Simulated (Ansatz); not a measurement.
# AsBF₃H₃: basis-set convergence

An exercise on one series of results from a longer session: the logs are not shown, and one member is left open.

Computed with Ansatz 0.2.0, Gaussian basis. Level: one geometry, several basis sets.

Plan: PBE0-D4/def2-SVP; ωB97M-V/def2-SVP; PBE0-D4/def2-QZVPP; ωB97M-V/def2-QZVPP; the functionals' def2-TZVPP values are taken from earlier runs.

## The relaxed structure

The geometry comes from an earlier relaxation with PBE0-D4 in a triple-zeta def2 set; it is a stationary point, not always the lowest conformer.

8 atoms, charge 0, spin multiplicity 1.

Atoms are counted from 1 here; the program's logs count them from 0.

Bond lengths: F1–B2 1.315 Å, B2–F3 1.315 Å, B2–F4 1.315 Å, As5–H6 1.517 Å, As5–H7 1.517 Å, As5–H8 1.517 Å. Angles: F1–B2–F3 119.8°, F1–B2–F4 119.8°, F3–B2–F4 119.9°, H6–As5–H7 93.6°, H6–As5–H8 93.6°, H7–As5–H8 93.6°.

Geometry (Å):

```mol
AsBF3H3
  3D, bonds by distance, orders not assigned

  8  6  0  0  0  0  0  0  0  0999 V2000
    0.5520   -1.5492    1.6216 F   0  0
    1.0655   -1.4658    0.4138 B   0  0
    0.5576   -2.1832   -0.5644 F   0  0
    2.1747   -0.7865    0.2196 F   0  0
   -0.7135    0.9967   -0.2993 As  0  0
   -0.6393    2.3041    0.4662 H   0  0
   -0.6755    1.6776   -1.6541 H   0  0
   -2.2291    0.9492   -0.2593 H   0  0
  1  2  8  0
  2  3  8  0
  2  4  8  0
  5  6  8  0
  5  7  8  0
  5  8  8  0
M  END
```

The first run:

Input file in.yaml:

```yaml
crystal:
  periodic: [false, false, false]
  atoms:
    - {symbol: F, position_ang: [0.551969, -1.549248, 1.621633]}
    - {symbol: B, position_ang: [1.065479, -1.465777, 0.413780]}
    - {symbol: F, position_ang: [0.557575, -2.183180, -0.564395]}
    - {symbol: F, position_ang: [2.174677, -0.786451, 0.219648]}
    - {symbol: As, position_ang: [-0.713535, 0.996670, -0.299254]}
    - {symbol: H, position_ang: [-0.639297, 2.304094, 0.466227]}
    - {symbol: H, position_ang: [-0.675549, 1.677648, -1.654125]}
    - {symbol: H, position_ang: [-2.229119, 0.949244, -0.259316]}
basis:
  gaussian: {orbitals: def2-SVP}
hamiltonian: {xc: pbe0, dispersion: d4}
output: {orbitals: {seedname: orbitals}}
```

Steps of the session up to this table: PBE0-D4 in def2-SVP; ωB97M-V in def2-SVP; PBE0-D4 in def2-QZVPP; ωB97M-V in def2-QZVPP.

One table of the session follows, with a row left open; its other results are not shown here.

It belongs to the step «Density functionals: the series». 

```
functional       basis  HOMO (eV)  LUMO (eV)
   PBE0-D4    def2-SVP      -8.16       0.55
   PBE0-D4  def2-TZVPP      -8.24       0.36
   PBE0-D4  def2-QZVPP          ?          ?
   ωB97M-V    def2-SVP     -10.32       2.53
   ωB97M-V  def2-TZVPP     -10.41       1.89
   ωB97M-V  def2-QZVPP     -10.44       1.50
```

Estimate the missing values for PBE0-D4, def2-QZVPP.

**Answer.** HOMO (eV): -8.27; LUMO (eV): 0.14. In the column «HOMO (eV)» it lies between ωB97M-V, def2-SVP (-10.32) and PBE0-D4, def2-TZVPP (-8.24).
